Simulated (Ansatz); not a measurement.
**NiPt: the easy axis**

Aim: the energy of NiPt as its moments point along 001, 100, 210, with spin-orbit coupling, self-consistently or by the force theorem. The runs shown use PAW and LAPW. Its runs: collinear moments without spin-orbit coupling (PAW and LAPW); spin-orbit coupling, moments along 001 (LAPW); spin-orbit coupling, moments along 100 (LAPW).

Program: Ansatz 0.2.0. Level of theory: DFT LDA, with the methods named in each step. These are calculated values, not measurements.

3 further runs of the same task are left out: 3 set aside as unsound or not needed.

**1. The structure to begin with**

The structure is trigonal, space group R-3m (No. 166). The conventional cell has a = 2.707 Å, b = 2.707 Å, c = 12.689 Å, α = 90.00°, β = 90.00°, γ = 120.00°. Around Ni (site symmetry -3m) lie 6 Pt at 2.63 Å and 6 Ni at 2.71 Å. Pt (site symmetry -3m) has 6 Ni at 2.63 Å and 6 Pt at 2.71 Å as nearest neighbours.

As a file:

```
Ni Pt
1.0
     1.35360    0.78150    4.22965
    -1.35360    0.78150    4.22965
     0.00000   -1.56300    4.22965
Ni Pt
1 1
Cartesian
  0.0000 0.0000 0.0000
  0.0000 0.0000 6.3445
```

Atoms are numbered in the order of the input: Ni1, Pt2.

**2. Collinear moments without spin-orbit coupling, PAW**

The input, input.yaml:

```yaml
crystal:
  lattice:
    - [1.3535998424, 0.7815012334, 4.2296453483]
    - [-1.3535998424, 0.7815012334, 4.2296453483]
    - [0.0, -1.5630024668, 4.2296453483]
  atoms:
    - { symbol: Ni, position: [0.0, 0.0, 0.0], spin: -1.5 }
    - { symbol: Pt, position: [0.5, 0.5, 0.5] }
magnetization:
  spin_polarized: true
kpoints:
  mp_grid: { grid: [9, 9, 9] }
scf:
  occupations: { method: fermi_dirac, width: 0.1 }
  lower_state_search: "off"
hamiltonian:
  xc: lda
  pseudopotentials: { kind: paw }
output:
  forces: true
  stress: true
  eigenvalues: true
  write_density: true
  write_potential: true
  elf: true
  volumetric_format: npy
```

On the command line:

```
$ ansatz run input.yaml --threads 3 --pin off --max-ram 6144MiB --backend cpu --events-out ev --progress --plain --runs-dir out
```

**3. Collinear moments without spin-orbit coupling, LAPW**

The input, input.yaml:

```yaml
crystal:
  lattice:
    - [1.3535998424, 0.7815012334, 4.2296453483]
    - [-1.3535998424, 0.7815012334, 4.2296453483]
    - [0.0, -1.5630024668, 4.2296453483]
  atoms:
    - { symbol: Ni, position: [0.0, 0.0, 0.0], spin: -0.7 }
    - { symbol: Pt, position: [0.5, 0.5, 0.5], spin: -0.2 }
magnetization:
  spin_polarized: true
kpoints:
  mp_grid: { grid: [9, 9, 9] }
scf:
  occupations: { method: fermi_dirac, width: 0.1 }
  convergence: { dr2_threshold: 1.0e-09 }
  lower_state_search: "off"
hamiltonian:
  xc: lda
  pseudopotentials: { kind: all_electron, lapw: { basis_error: 0.00025 } }
output:
  eigenvalues: false
checkpoint:
  write: state
  compress: false
  write_every: 100000
```

**4. Spin-orbit coupling, moments along 001, LAPW**

The input, input.yaml:

```yaml
crystal:
  lattice:
    - [1.3535998424, 0.7815012334, 4.2296453483]
    - [-1.3535998424, 0.7815012334, 4.2296453483]
    - [0.0, -1.5630024668, 4.2296453483]
  atoms:
    - { symbol: Ni, position: [0.0, 0.0, 0.0], spin: 0.7, spin_axis: [0.0, 0.0, -1.0] }
    - { symbol: Pt, position: [0.5, 0.5, 0.5], spin: 0.2, spin_axis: [0.0, 0.0, -1.0] }
magnetization:
  noncollinear: true
  spin_orbit: true
kpoints:
  mp_grid: { grid: [9, 9, 9] }
scf:
  occupations: { method: fermi_dirac, width: 0.1 }
  convergence: { dr2_threshold: 1.0e-08 }
  max_iter: 60
  lower_state_search: "off"
hamiltonian:
  xc: lda
  pseudopotentials: { kind: all_electron, lapw: { basis_error: 0.00025 } }
output:
  eigenvalues: false
  hubbard: { sites: [{ species: Ni, l: d }, { species: Pt, l: d }] }
checkpoint:
  write: state
  compress: false
  write_every: 100000
  read: start
```

**5. Spin-orbit coupling, moments along 100, LAPW**

Changes to input.yaml since step 4:

```diff
@@ -6,4 +6,4 @@
   atoms:
-    - { symbol: Ni, position: [0.0, 0.0, 0.0], spin: 0.7, spin_axis: [0.0, 0.0, -1.0] }
-    - { symbol: Pt, position: [0.5, 0.5, 0.5], spin: 0.2, spin_axis: [0.0, 0.0, -1.0] }
+    - { symbol: Ni, position: [0.0, 0.0, 0.0], spin: 0.7, spin_axis: [-1.0, 0.0, 0.0] }
+    - { symbol: Pt, position: [0.5, 0.5, 0.5], spin: 0.2, spin_axis: [-1.0, 0.0, 0.0] }
 magnetization:
```

(Steps that only read results are left out.)

**Question.** What will these runs give? Wanted: easy direction.

As calculated:

```
                                     quantity                                       value
easy direction (LAPW, self-consistent, 9×9×9)  001, hardest of 2 run 0.31 meV/cell higher
```

**Reading.** By LAPW, self-consistent, among 001 and 100, the easy direction is 001, and the hardest costs 0.31 meV a cell more; mesh and smearing weren't converged for energies this small. Shape anisotropy and temperature are left out.
